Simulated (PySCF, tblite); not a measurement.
# C2H9AsO2Si: dynamics, then NMR shifts on frames, part 1 of 2

How do NMR shifts of C2H9AsO2Si (`CCO[Si@H](O)[AsH2]`) change as the atoms move?

The runs use tblite 0.8.0 and PySCF 2.14.0, with density-fitted response routines of our own; the level of theory stands in each step. All values are computed, except where a source is named. Atoms count from 0, in the outputs and in this text.

**1. The starting structure**

15 atoms, charge 0, multiplicity 1; geometry from: GFN2-xTB.

Bonds of the start (Å): C0–C1 1.52, C1–O2 1.39, O2–Si3 1.63, Si3–O4 1.63, Si3–As5 2.31, C0–H6 1.09, C0–H7 1.09, C0–H8 1.09, C1–H9 1.10, C1–H10 1.10, Si3–H11 1.47, O4–H12 0.95, As5–H13 1.49, As5–H14 1.51.

**2. Thermal motion with GFN2-xTB**

The job: settings as JSON, then the geometry in Å.

```
{"job": {"kind": "md", "xc": "GFN2-xTB", "basis": "xTB", "temperature": 300, "steps": 2000, "every": 50, "frames": 5}, "charge": 0, "multiplicity": 1}
C     -1.863838     0.853194     0.245402
C     -1.230874    -0.161218    -0.698346
O     -0.426617    -1.072081    -0.014313
Si     1.128652    -0.879821     0.445871
O      1.231033    -0.956611     2.073595
As     1.939653     1.235306     0.014359
H     -2.515688     1.523225    -0.308533
H     -1.084818     1.436057     0.738522
H     -2.443900     0.337282     1.006624
H     -0.635113     0.365014    -1.462456
H     -2.008237    -0.739421    -1.209595
H      1.750972    -2.078252    -0.129144
H      0.780713    -1.655402     2.541436
H      3.370055     0.816310     0.125779
H      2.003593     0.984409    -1.470286
```

Method: GFN2-xTB Langevin dynamics, gas phase.

Launch:

```bash
> OMP_NUM_THREADS=1 python probes_run.py task.json out
```

The driver reads the jobs from task.json and runs them one after another.

Log:

```text
t/fs     T/K      E/eV
    0.0   239.3   -576.96170
   25.0   234.8   -576.68274
   50.0   222.5   -576.69169
   75.0   217.2   -576.62185
  100.0   224.4   -576.51167
  125.0   196.2   -576.43427
  150.0   192.0   -576.63070
  175.0   207.3   -576.65241
  200.0   249.3   -576.61465
  225.0   209.1   -576.47506
  250.0   241.7   -576.45053
  275.0   321.4   -576.54633
  300.0   349.4   -576.55643
  325.0   271.6   -576.47135
  350.0   225.1   -576.34486
  375.0   344.8   -576.57275
  400.0   321.5   -576.50342
  425.0   325.5   -576.56159
  450.0   179.9   -576.48116
  475.0   259.6   -576.60336
  500.0   335.4   -576.53906
  525.0   356.8   -576.62047
  550.0   264.0   -576.37099
  575.0   307.8   -576.42094
  600.0   321.6   -576.37339
  625.0   399.5   -576.41430
  650.0   408.7   -576.52823
  675.0   275.4   -576.32846
  700.0   371.8   -576.39625
  725.0   367.5   -576.49264
  750.0   346.9   -576.32847
  775.0   327.5   -576.20436
  800.0   345.6   -576.54980
  825.0   270.6   -576.38648
  850.0   291.3   -576.54239
  875.0   203.4   -576.28543
  900.0   405.9   -576.43836
  925.0   381.1   -576.31040
  950.0   452.4   -576.31940
  975.0   285.0   -576.13487
 1000.0   433.1   -576.52707
```

Wall time 9.9 s (1 thread of Arm Neoverse V2, shared host); peak memory 0.18 GiB.

Distance from the start (root mean square after alignment): 0 fs 0.00 Å, 200 fs 0.46 Å, 400 fs 0.73 Å, 600 fs 0.72 Å, 800 fs 1.05 Å, 1000 fs 0.82 Å.

Positions (Å) and forces (eV/Å) at 1000 fs:

```xyz
15

C    -2.007    1.477    0.358    0.447   -0.155    0.287
C    -1.267    0.177   -0.008   -0.418    0.158    0.342
O    -0.482   -0.267    1.045    0.631   -0.248   -0.132
Si    1.166   -0.161    1.126   -0.581    0.533    0.139
O     1.551    1.424    1.437   -0.518   -0.254    1.111
As    2.618   -0.369   -0.676    0.339    0.132    0.790
H    -2.735    1.599   -0.424   -0.233    0.607   -0.090
H    -1.363    2.339    0.523    0.236   -0.037   -0.720
H    -2.492    1.402    1.329   -0.292   -0.561   -0.110
H    -0.595    0.281   -0.891   -0.796    0.068    0.098
H    -2.081   -0.574   -0.154    0.703    0.176   -0.284
H     1.094   -1.109    2.233    0.450    0.071    0.229
H     1.115    1.822    2.223    0.535   -0.308   -0.961
H     3.756   -0.575    0.405   -0.574   -0.011   -0.751
H     2.403   -1.842   -0.794    0.073   -0.171    0.054
```

**3. Shielding tensors: 250 fs, PBE0/pcSseg-1**

The job: settings as JSON, then the geometry in Å.

```
{"job": {"kind": "nmr", "xc": "PBE0", "basis": "pcSseg-1", "pop": false}, "charge": 0, "multiplicity": 1}
C     -2.411500     0.867800    -0.399100
C     -1.316800     0.000200    -0.970500
O     -0.708300    -0.655300     0.119700
Si     0.811600    -0.841800     0.462900
O      0.913500    -0.934000     2.174200
As     2.206000     1.039900     0.018800
H     -2.919600     1.292500    -1.265600
H     -2.094800     1.793000     0.161300
H     -2.999400     0.167700     0.199100
H     -0.514700     0.515700    -1.499600
H     -1.739600    -0.729500    -1.666100
H      1.321600    -2.055600    -0.098400
H      0.509000    -1.728600     2.521700
H      3.329300     0.255600     0.590600
H      2.524700     0.422000    -1.405300
```

Method: GIAO PBE0/pcSseg-1 NMR shielding, non-relativistic, gas phase.

Log:

```text
coarse grid: 56712 points
cycle   1  E = -2756.4109220103  dE = -2.256e-01  |g| = 1.154e+00  |ddm| = 3.428e+00
cycle   2  E = -2756.1559507301  dE =  2.550e-01  |g| = 1.564e+00  |ddm| = 1.988e+00
cycle   3  E = -2756.5786421127  dE = -4.227e-01  |g| = 2.147e-01  |ddm| = 1.501e+00
cycle   4  E = -2756.5860946785  dE = -7.453e-03  |g| = 4.816e-02  |ddm| = 1.613e-01
cycle   5  E = -2756.5863453189  dE = -2.506e-04  |g| = 1.093e-02  |ddm| = 3.582e-02
cycle   6  E = -2756.5863709579  dE = -2.564e-05  |g| = 2.044e-03  |ddm| = 1.267e-02
cycle   7  E = -2756.5863718993  dE = -9.415e-07  |g| = 7.480e-04  |ddm| = 2.507e-03
final grid: 118184 points
cycle   8  E = -2756.5863663216  dE =  6.862e-08  |g| = 1.126e-03  |ddm| = 1.743e-03
cycle   9  E = -2756.5863659893  dE =  3.322e-07  |g| = 1.797e-03  |ddm| = 1.863e-03
cycle  10  E = -2756.5863665414  dE = -5.521e-07  |g| = 8.728e-05  |ddm| = 1.177e-03
cycle  11  E = -2756.5863665433  dE = -1.941e-09  |g| = 1.041e-05  |ddm| = 9.125e-05
cycle  12  E = -2756.5863665434  dE = -1.546e-11  |g| = 3.362e-06  |ddm| = 1.280e-05
converged SCF energy = -2756.5863665434

GIAO shielding tensors (ppm)
atom      isotropic    diamagn.    paramagn.     s11        s22        s33       span
  0 C      163.626     246.047     -82.421    148.832    159.944    182.102     33.270
  1 C      123.493     245.824    -122.331     95.648    111.298    163.534     67.885
  2 O      261.452     400.608    -139.157    231.582    248.458    304.315     72.734
  3 Si     349.449     880.241    -530.793    301.896    364.280    382.171     80.275
  4 O      264.442     388.358    -123.916    211.681    282.343    299.303     87.622
  5 As    1938.399    2880.501    -942.102   1841.792   1939.523   2033.884    192.091
  6 H       30.512      27.119       3.392     26.424     27.577     37.533     11.109
  7 H       29.035      28.897       0.138     25.169     28.276     33.660      8.492
  8 H       29.600      28.085       1.515     25.629     28.086     35.085      9.456
  9 H       27.922      32.392      -4.470     22.499     29.859     31.408      8.908
 10 H       27.734      29.918      -2.184     22.739     27.381     33.082     10.343
 11 H       26.011      30.544      -4.532     21.927     23.819     32.288     10.361
 12 H       29.705      31.234      -1.529     21.945     24.268     42.903     20.958
 13 H       30.171      29.827       0.343     22.691     24.899     42.921     20.230
 14 H       28.982      28.958       0.024     22.381     24.646     39.918     17.537
```

Run time: 28 s. Hardware: 1 thread of Arm Neoverse V2, shared host; peak memory 0.84 GiB.

Shifts follow as δ = σ(reference) − σ, with reference shieldings (ppm) from runs at the same level and on the same kind of geometry: 1H TMS 31.72, 13C TMS 186.9, 29Si TMS 349.2, 17O H2O 336.1, 75As AsH3 1989. The references are single molecules in the gas phase, so shifts against H2O, NH3, PH3, H3PO4 or CFCl3 are not on the usual liquid scales and can be off by tens of ppm. Shifts against hydride references such as AlH4− lie on their own scale. Each atom is listed at this fixed geometry, with no averaging over motion; a spectrum would average atoms that exchange fast.

| atoms | environment | σ (ppm) | δ (ppm) |
| --- | --- | --- | --- |
| C1 | sp3 CH2 bonded to O | 123.5 | 63.4 |
| C0 | methyl carbon | 163.6 | 23.3 |
| H11 | hydrogen on a silicon bonded to As, 2 O | 26.01 | 5.71 |
| H10 | hydrogen on an sp3 CH2 bonded to O | 27.73 | 3.98 |
| H9 | hydrogen on an sp3 CH2 bonded to O | 27.92 | 3.80 |
| H14 | hydrogen on an arsenic bonded to Si | 28.98 | 2.74 |
| H7 | hydrogen on a methyl carbon | 29.03 | 2.68 |
| H8 | hydrogen on a methyl carbon | 29.60 | 2.12 |
| H12 | hydrogen on an oxygen bonded to Si | 29.71 | 2.01 |
| H13 | hydrogen on an arsenic bonded to Si | 30.17 | 1.55 |
| H6 | hydrogen on a methyl carbon | 30.51 | 1.21 |
| O2 | oxygen bonded to C, Si | 261.5 | 74.6 |
| O4 | oxygen bonded to Si, H | 264.4 | 71.6 |
| Si3 | silicon bonded to As, 2 O, H | 349.4 | -0.3 |
| As5 | arsenic bonded to Si, 2 H | 1938 | 50 |

The fields below are evaluated on a grid from the run's orbitals.

Frontier orbitals at PBE0/pcSseg-1, with the share of their density that lies nearest to each atom:

| orbital | energy (eV) | lies on |
| --- | --- | --- |
| HOMO | -7.34 | As5 50 %; Si3 13 %; H11 12 % |
| LUMO | 0.26 | As5 31 %; H14 23 %; Si3 11 % |

ELF in a plane through or near 6 of the atoms.

Values, 10 rows by 14 columns:
```
0.00 0.00 0.00 0.00 0.00 0.00 0.00 0.00 0.00 0.00 0.00 0.00 0.00 0.00
0.00 0.00 0.00 0.00 0.02 0.01 0.00 0.00 0.00 0.00 0.00 0.00 0.00 0.00
0.00 0.00 0.00 0.08 0.52 0.42 0.08 0.00 0.00 0.00 0.00 0.00 0.00 0.00
0.00 0.00 0.38 0.49 0.33 0.41 0.25 0.05 0.54 0.01 0.17 0.23 0.00 0.00
0.00 0.02 0.99 1.00 0.28 0.52 0.40 0.06 0.38 0.32 0.96 0.99 0.08 0.00
0.00 0.00 0.10 0.09 0.24 0.25 0.28 0.63 0.12 0.38 0.50 0.31 0.02 0.00
0.00 0.00 0.00 0.24 0.82 0.84 0.19 0.62 0.14 0.86 1.00 0.30 0.00 0.00
0.00 0.00 0.00 0.13 0.70 0.87 0.17 0.00 0.00 0.04 0.19 0.00 0.00 0.00
0.00 0.00 0.00 0.00 0.17 0.48 0.01 0.00 0.00 0.00 0.00 0.00 0.00 0.00
0.00 0.00 0.00 0.00 0.00 0.00 0.00 0.00 0.00 0.00 0.00 0.00 0.00 0.00
```
The map spans 12.0 Å across and 10.4 Å up, centred on the molecule. Atoms in the plane (x, y in Å): C0 (2.4, -0.1), O4 (-1.9, -1.8), H6 (3.2, 0.6), H8 (2.6, -1.1), H12 (-1.8, -2.6), H13 (-3.4, 0.9).

On the surface of density 0.002 e/bohr³ the electrostatic potential runs, from the 1st to the 99th percentile, from -1.63 V near O4 to 1.85 V near H12.

**4. Nuclear shieldings: 425 fs, PBE0/pcSseg-1**

The job: settings as JSON, then the geometry in Å.

```
{"job": {"kind": "nmr", "xc": "PBE0", "basis": "pcSseg-1", "pop": false}, "charge": 0, "multiplicity": 1}
C     -2.443200     0.839000    -0.551200
C     -1.119200     0.145200    -0.731700
O     -0.595200    -0.199100     0.506700
Si     0.857600    -0.892800     0.771600
O      1.021800    -0.955600     2.367900
As     2.552700     0.558500     0.016200
H     -2.700700     1.146400    -1.575300
H     -2.345700     1.757100     0.084400
H     -3.153200     0.115500    -0.075300
H     -0.384500     0.763700    -1.210400
H     -1.113500    -0.815800    -1.339200
H      0.689100    -2.321700     0.398300
H      0.549400    -0.396300     2.964100
H      3.341000     0.022400     1.174400
H      3.277800    -0.353500    -0.884800
```

With the program's defaults for keys left out, this is: GIAO PBE0/pcSseg-1 NMR shielding, non-relativistic, gas phase.

Log:

```text
coarse grid: 56712 points
cycle   1  E = -2756.4128241548  dE = -1.396e-01  |g| = 1.157e+00  |ddm| = 3.451e+00
cycle   2  E = -2756.1822939608  dE =  2.305e-01  |g| = 1.534e+00  |ddm| = 2.101e+00
cycle   3  E = -2756.5798640600  dE = -3.976e-01  |g| = 2.056e-01  |ddm| = 1.575e+00
cycle   4  E = -2756.5867320698  dE = -6.868e-03  |g| = 5.788e-02  |ddm| = 1.914e-01
cycle   5  E = -2756.5871642240  dE = -4.322e-04  |g| = 2.303e-02  |ddm| = 5.358e-02
cycle   6  E = -2756.5872548820  dE = -9.066e-05  |g| = 4.381e-03  |ddm| = 1.853e-02
cycle   7  E = -2756.5872579882  dE = -3.106e-06  |g| = 1.079e-03  |ddm| = 4.142e-03
final grid: 118184 points
cycle   8  E = -2756.5872898949  dE =  5.411e-08  |g| = 1.285e-03  |ddm| = 2.296e-03
cycle   9  E = -2756.5872896865  dE =  2.084e-07  |g| = 1.656e-03  |ddm| = 2.326e-03
cycle  10  E = -2756.5872902652  dE = -5.787e-07  |g| = 1.670e-04  |ddm| = 1.289e-03
cycle  11  E = -2756.5872902706  dE = -5.351e-09  |g| = 2.073e-05  |ddm| = 1.422e-04
cycle  12  E = -2756.5872902707  dE = -7.822e-11  |g| = 4.296e-06  |ddm| = 2.003e-05
converged SCF energy = -2756.5872902707

GIAO shielding tensors (ppm)
atom      isotropic    diamagn.    paramagn.     s11        s22        s33       span
  0 C      162.709     247.772     -85.063    150.693    157.503    179.931     29.238
  1 C      126.581     248.204    -121.624    103.078    114.382    162.282     59.204
  2 O      255.215     402.254    -147.039    197.392    249.721    318.532    121.140
  3 Si     351.029     879.797    -528.768    305.987    363.016    384.085     78.098
  4 O      282.904     388.235    -105.331    235.523    290.058    323.132     87.608
  5 As    1965.194    2881.014    -915.820   1782.468   2041.283   2071.832    289.364
  6 H       30.028      27.342       2.686     25.931     27.477     36.676     10.745
  7 H       29.269      28.947       0.322     25.635     28.005     34.167      8.531
  8 H       29.015      27.689       1.326     25.035     27.221     34.787      9.752
  9 H       28.165      33.744      -5.579     22.358     30.668     31.469      9.110
 10 H       27.008      30.429      -3.421     22.029     26.678     32.317     10.287
 11 H       25.587      29.178      -3.591     22.027     22.858     31.875      9.848
 12 H       29.880      33.345      -3.464     22.124     25.080     42.437     20.313
 13 H       29.837      29.286       0.551     21.825     25.802     41.884     20.059
 14 H       30.197      30.617      -0.419     22.873     23.971     43.748     20.875
```

Run time: 21 s. Hardware: 1 thread of Arm Neoverse V2, shared host; peak memory 0.82 GiB.

This run: δ C1 60.3, C0 24.2, O2 80.9, O4 53.2, H11 6.13, H10 4.71 ppm.

(Continued in part 2 of 2.)
